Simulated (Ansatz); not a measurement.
**BClF₄H₂: search for a transition state**

Wanted: the transition state of a ligand exchange through a proton shuttle (form B1–F6, H5–F8, Cl2–H7 and break B1–Cl2, H5–F6, H7–F8). The guess is relaxed with those distances held, a saddle search follows, and vibrations and two downhill relaxations check it.

Computed with Ansatz 0.2.0, Gaussian basis. Level: PBE0-D4, def2-SVP first, then def2-TZVP.

190 further runs of the same task are left out: 190 set aside as unsound or not needed. Runs told in other sessions of the task aren't counted.

### 1 The starting structure

The guess: 8 atoms, charge 0, spin multiplicity 1.

Atoms are counted from 1 here; the program's logs count them from 0.

Bond lengths: B1–Cl2 1.947 Å, B1–F3 1.321 Å, B1–F4 1.324 Å, B1–F6 1.574 Å, H5–F6 1.103 Å, H7–F8 1.073 Å. Angles: Cl2–B1–F3 111.3°, Cl2–B1–F4 111.1°, Cl2–B1–F6 103.1°, F3–B1–F4 117.9°, F3–B1–F6 106.3°, F4–B1–F6 105.7°, B1–F6–H5 120.8°.

Coordinates:

```
B    -0.2161   -1.0476    0.1695
Cl    1.5961   -0.3604   -0.0112
F    -0.4979   -1.9145   -0.7868
F    -0.4701   -1.3997    1.4198
H    -0.6530    1.2180   -0.2121
F    -1.1082    0.2193   -0.1072
H     1.0714    1.2841   -0.1922
F     0.2778    2.0008   -0.2797
```

Distances that are to change: B1–F6 1.57 Å, H5–F8 1.22 Å, Cl2–H7 1.74 Å, B1–Cl2 1.95 Å, H5–F6 1.10 Å, H7–F8 1.07 Å.

### 2 Relaxing the guess with the reacting distances held

hold/in.yaml

```yaml
crystal:
  periodic: [false, false, false]
  atoms:
    - {symbol: B, position_ang: [-0.216100, -1.047600, 0.169500]}
    - {symbol: Cl, position_ang: [1.596100, -0.360400, -0.011200]}
    - {symbol: F, position_ang: [-0.497900, -1.914500, -0.786800]}
    - {symbol: F, position_ang: [-0.470100, -1.399700, 1.419800]}
    - {symbol: H, position_ang: [-0.653000, 1.218000, -0.212100]}
    - {symbol: F, position_ang: [-1.108200, 0.219300, -0.107200]}
    - {symbol: H, position_ang: [1.071400, 1.284100, -0.192200]}
    - {symbol: F, position_ang: [0.277800, 2.000800, -0.279700]}
basis:
  gaussian: {orbitals: def2-SVP}
hamiltonian: {xc: pbe0, dispersion: d4}
relax: {f_tol: 0.04, max_steps: 150, escape_saddle: false, constraints: [{distance: [0, 5]}, {distance: [4, 7]}, {distance: [1, 6]}, {distance: [0, 1]}, {distance: [4, 5]}, {distance: [6, 7]}]}
```

The run is started by

```bash
$ ansatz run in.yaml --threads 8 --pin off --events-out ev --progress --plain --max-ram 19148MiB
```

The runs that follow: Force constants to start from; Saddle search in the small basis; Saddle search in triple zeta; Vibrations at the point found; Relaxing after a step of 0.30 Å one way along the mode; Relaxing after a step of 0.30 Å the other way along the mode.

**Question.** What will these runs give? Wanted: imaginary mode; barrier from the start side; barrier from the end side; energy of the step; pairs that change; zero-point energy at the saddle.

The runs gave:

```
                       quantity                                                                                 value
                 imaginary mode                                                                             631i cm⁻¹
    barrier from the start side                                                                          2.8 kcal/mol
      barrier from the end side                                                                         14.5 kcal/mol
             energy of the step                                                                        -11.7 kcal/mol
              pairs that change  B1–F6 formed, Cl2–H7 formed, H5–F8 formed, B1–Cl2 broken, H5–F6 broken, H7–F8 broken
zero-point energy at the saddle                                                                              0.866 eV
```

What this shows: One imaginary mode, 631i cm⁻¹, makes this a first-order saddle. Going downhill both ways gives the intended start and end. At PBE0-D4/def2-TZVP the electronic barrier is 2.8 kcal/mol, about 5 kT at 298 K, and the step runs 11.7 kcal/mol downhill. A step off the saddle overshot and began above it in energy, so the link to its end is likely but not proven. Lower complexes than these ends may exist.
